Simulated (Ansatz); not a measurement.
# ClRu: the cost of one run

Computed with Ansatz 0.2.0, Gaussian basis. Level: def2-TZVPP, core rule «outside noble gas», up to 9 orbitals frozen.

The runs, in order: UHF; ROHF; CCSD(T) on UHF.

2 further runs of the same task are left out: 2 set aside as unsound or not needed.

### 1 The geometry

The geometry is a PBE0/def2-TZVP stationary point (not a proven minimum) of the parent state, kept for this charge and spin. No spin-orbit coupling is included. Elements past krypton take def2 core potentials.

2 atoms, charge 1, spin multiplicity 3.

Atoms are counted from 1 here; the program's logs count them from 0.

Bond lengths: Ru1–Cl2 2.085 Å.

### 2 UHF

in.yaml reads:

```yaml
crystal:
  periodic: [false, false, false]
  atoms:
    - {symbol: Ru, position_ang: [0.000000, 0.000000, 0.000000]}
    - {symbol: Cl, position_ang: [0.000000, 0.000000, 2.085200]}
basis:
  gaussian: {orbitals: def2-TZVPP}
total_charge: 1
magnetization: {spin_polarized: true, initial_magnetization: 2}
hamiltonian: {xc: hf}
output: {orbitals: {seedname: orbitals}}
```

Run with:

```sh
ansatz run in.yaml --threads 1 --pin off --events-out ev --progress --plain --max-ram 4096MiB --backend cpu
```

Q: Estimate wall time and peak memory on 1 thread of AMD EPYC 7R13, shared host.

About 46 s, with a peak of 0.26 GiB.
